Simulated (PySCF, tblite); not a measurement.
# C₄H₂F₃OP: geometry, infrared bands and NMR shifts

Wanted: the infrared bands and NMR shifts of C₄H₂F₃OP (`FC(F)(F)c1occp1`), by calculation.

Programs: tblite 0.8.0 and PySCF 2.14.0, with density-fitted response routines of our own. Each step states its level of theory. These are calculated values for one molecule in the gas phase, unless marked as measured. Atoms are numbered from 0 throughout.

### Step 1. The starting structure

11 atoms, charge 0, multiplicity 1; geometry from: force field or distance geometry start.

Bonds of the start (Å): F0–C1 1.39, C1–F2 1.37, C1–F3 1.36, C1–C4 1.49, C4–O5 1.25, O5–C6 1.28, C6–C7 1.36, C7–P8 1.87, P8–C4 1.88, C6–H9 1.12, C7–H10 1.08.

### Step 2. Optimising the geometry with GFN2-xTB

What the job is given:

```
{"job": {"kind": "relax", "xc": "GFN2-xTB", "basis": "xTB"}, "charge": 0, "multiplicity": 1}
F     -2.156200    -0.155500     1.568800
C     -1.981900     0.036000     0.200100
F     -2.482200     1.262700    -0.135900
F     -2.595900    -0.981700    -0.455400
C     -0.506300     0.078500    -0.004400
O      0.339800    -0.729200     0.437200
C      1.589000    -0.610900     0.198100
C      2.004000     0.436700    -0.570700
P      0.434900     1.353300    -1.014000
H      2.333100    -1.336400     0.610200
H      3.027200     0.649300    -0.860100
```

Started as:

```console
$ OMP_NUM_THREADS=1 python probes_run.py task.json out
```

One launch serves the whole session: the jobs run in the order shown.

**Question.** This job is followed by: GFN2-xTB harmonic vibrations, gas phase; GIAO PBE0/pcSseg-1 NMR shielding, non-relativistic, gas phase. Predict these results of the whole session: strongest single infrared mode (GFN2-xTB); zero-point energy (GFN2-xTB); 13C shifts against TMS (PBE0/pcSseg-1); 1H shifts against TMS (PBE0/pcSseg-1); 19F shifts against CFCl3 (PBE0/pcSseg-1, means over atoms taken as alike); 17O shifts against H2O (PBE0/pcSseg-1); 31P shifts against H3PO4 (PBE0/pcSseg-1).

As calculated:

| quantity | value |
| --- | --- |
| strongest single infrared mode (GFN2-xTB) | 1026 cm⁻¹, 329 km/mol |
| zero-point energy (GFN2-xTB) | 35.4 kcal/mol |
| 13C shifts against TMS (PBE0/pcSseg-1) | 190.4, 157.8, 133.4, 130.1 ppm |
| 1H shifts against TMS (PBE0/pcSseg-1) | 8.33, 7.52 ppm |
| 19F shifts against CFCl3 (PBE0/pcSseg-1, means over atoms taken as alike) | -76.2 ppm |
| 17O shifts against H2O (PBE0/pcSseg-1) | 352.9 ppm |
| 31P shifts against H3PO4 (PBE0/pcSseg-1) | 154.0 ppm |

Over 57 steps the energy fell by 1.159 eV; of the close pairs, C4–P8 changed most, 1.879 to 1.717 Å. No mode is imaginary among the 27: a minimum at this level. Unscaled tight-binding wavenumbers are off by several per cent, some by more. Its intensities can rank the bands wrongly. At PBE0/pcSseg-1: The largest span, 563 ppm, is at P8, where the paramagnetic term is -803 ppm. NICS(1)zz of -26 ppm above the planar ring from C4 marks a diatropic (aromatic) ring current.
